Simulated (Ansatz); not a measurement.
**LuAs: the crystal squeezed far**

An exercise on one series of results from a longer session: the logs are not shown, and one member is left open.

Computed with Ansatz 0.2.0 (DFT, r2SCAN, PAW with Ansatz's default frozen-core files, scalar-relativistic, unless a step's input says otherwise).

1 further run of the same task is left out (it didn't finish).

**The system as given**

Symmetry: Fm-3m, No. 225, cubic system. Conventional cell: a = 5.676 Å, b = 5.676 Å, c = 5.676 Å, α = 90.00°, β = 90.00°, γ = 90.00°. Lu (site symmetry m-3m) has 6 As at 2.84 Å as nearest neighbours. As (site symmetry m-3m) is surrounded by 6 Lu at 2.84 Å.

Coordinates:

```cif
data_structure
_symmetry_space_group_name_H-M 'P 1'
_symmetry_Int_Tables_number 1
_cell_length_a 4.0138
_cell_length_b 4.0138
_cell_length_c 4.0138
_cell_angle_alpha 60.000
_cell_angle_beta 60.000
_cell_angle_gamma 60.000
_cell_volume 45.73
loop_
_atom_site_label
_atom_site_type_symbol
_atom_site_fract_x
_atom_site_fract_y
_atom_site_fract_z
_atom_site_occupancy
Lu1 Lu 0.50000 0.50000 0.50000 1
As1 As 0.00000 0.00000 0.00000 1
```

Whether this phase is the stable one at these pressures isn't tested.

Atoms are numbered in the order of the input: Lu1, As2.

Set-up of the first run:

Contents of input.yaml:

```yaml
crystal:
  lattice:
    - [0.0, 2.838190747, 2.838190747]
    - [2.838190747, 0.0, 2.838190747]
    - [2.838190747, 2.838190747, 0.0]
  atoms:
    - { symbol: Lu, position: [0.5, 0.5, 0.5] }
    - { symbol: As, position: [0.0, 0.0, 0.0] }
kpoints:
  mp_grid: { grid: [11, 11, 11] }
  band_path:
    path:
      - [0.0, 0.0, 0.0]
      - [0.5, 0.0, 0.5]
      - [0.625, 0.25, 0.625]
      - [0.375, 0.375, 0.75]
      - [0.0, 0.0, 0.0]
      - [0.5, 0.5, 0.5]
      - [0.5, 0.25, 0.75]
      - [0.5, 0.0, 0.5]
    npoints: 6
scf:
  occupations: { method: fermi_dirac, width: 0.05 }
hamiltonian:
  xc: r2scan
  pseudopotentials: { kind: paw }
output:
  forces: true
  stress: true
  eigenvalues: true
  efg: { contact_densities: true }
  populations: true
```

Launch:

```
ansatz run input.yaml --threads 1 --pin off --max-ram 2048MiB --backend cpu --events-out ev --progress --plain --runs-dir out
```

Among the steps run: Volume scaled by 1, PAW; Volume scaled by 0.7, PAW; Volume scaled by 0.6, PAW; Volume scaled by 0.5, PAW.

One table of the session follows, with a row left open; its other results are not shown here.

| method | volume over the first | volume (Å³/atom) | pressure (GPa) |
| --- | --- | --- | --- |
| PAW | 1 | 22.863 | 0.00 |
| PAW | 0.7 | ? | ? |
| PAW | 0.6 | 13.718 | 113.53 |
| PAW | 0.5 | 11.431 | 216.58 |

Q: Estimate the row for PAW, 0.7 from the others.

The run gave: volume (Å³/atom): 16.004; pressure (GPa): 59.59. In the column «volume (Å³/atom)» it lies between PAW, 0.6 (13.718) and PAW, 1 (22.863).

To keep in mind: Warnings in the runs' records: gradients without spin orbit.
